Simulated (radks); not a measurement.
# Ag inside a hard spherical wall

An exercise on one series of results from a longer session: the logs are not shown, and one member is left open.

The numbers are computed with radks (a radial shooting solver on a logarithmic mesh, Libxc functionals) version 1 (scalar-relativistic Kohn-Sham, PBE, spin-unpolarised, spherical densities, finite nucleus), except any that are marked as measured or tabulated.

## Starting point

| Quantity | Value |
| --- | --- |
| element | silver (Z = 47) |
| charge | 0 |
| electrons | 47 |
| configuration | [Kr] 4d10 5s1 |
| nuclear rms radius | 4.5454 fm |

The outer shells:

Ag
```
[Kr] core
4d [↑↓][↑↓][↑↓][↑↓][↑↓]
5s [↑ ]
```

The first run:

Settings of this run:

```text
Z 47
configuration [Kr] 4d10 5s1 5p0 6s0 4f0
relativity scalar-relativistic
functional pbe,pbe
spin unpolarised
nucleus finite rms 4.5454 fm
c 137.035999084
```

Among the steps run: The free atom; Wall at 15 bohr; Wall at 12 bohr; Wall at 10 bohr; Wall at 6 bohr; Wall at 4 bohr; Wall at 3.5 bohr; Wall at 3 bohr; Wall at 2.5 bohr; Wall at 2 bohr.

One table of the session follows, with a row left open; its other results are not shown here.

```
R (bohr)  E − E(free) (eV)  ε(5s) (eV)  ε(5p, empty) (eV)  ε(6s, empty) (eV)  ε(4f, empty) (eV)
    free             0.000      -4.405                  -                  -                  -
      15             0.000      -4.405             -0.721              0.407              2.462
      12             0.001      -4.401             -0.661              0.977              3.641
      10                 ?           ?                  ?                  ?                  ?
       6             0.622      -3.440              1.685             11.998             13.779
       4             7.731       2.562             10.784             43.579             29.286
     3.5            16.256       8.006             18.106             65.667             37.122
       3            36.946      19.120             32.268             104.71             48.729
     2.5            93.936      44.366             62.619             180.22             67.810
       2            282.75      110.43             136.87             345.80             104.92
```

Estimate the missing values for R (bohr) = 10.

Worked estimate for «E − E(free) (eV)». A straight line through the neighbours (12, 0.001) and (6, 0.622) gives 0.001 + (0.622 − 0.001) × (10 − 12) / (6 − 12) = 0.208; a parabola fitted to 4 rows on both sides gives -1.388.

**Answer.** E − E(free) (eV): 0.008; ε(5s) (eV): -4.379; ε(5p, empty) (eV): -0.515; ε(6s, empty) (eV): 1.969; ε(4f, empty) (eV): 5.105. In «E − E(free) (eV)» the line misses by +0.200 and the parabola by -1.396. Between these rows the values bend or scatter more than so simple an estimate can follow.

From R = 4 bohr inwards the highest occupied level lies above zero, pushed up by confinement. Shells are not refilled when levels cross, and a hard wall is a model, not a crystal.
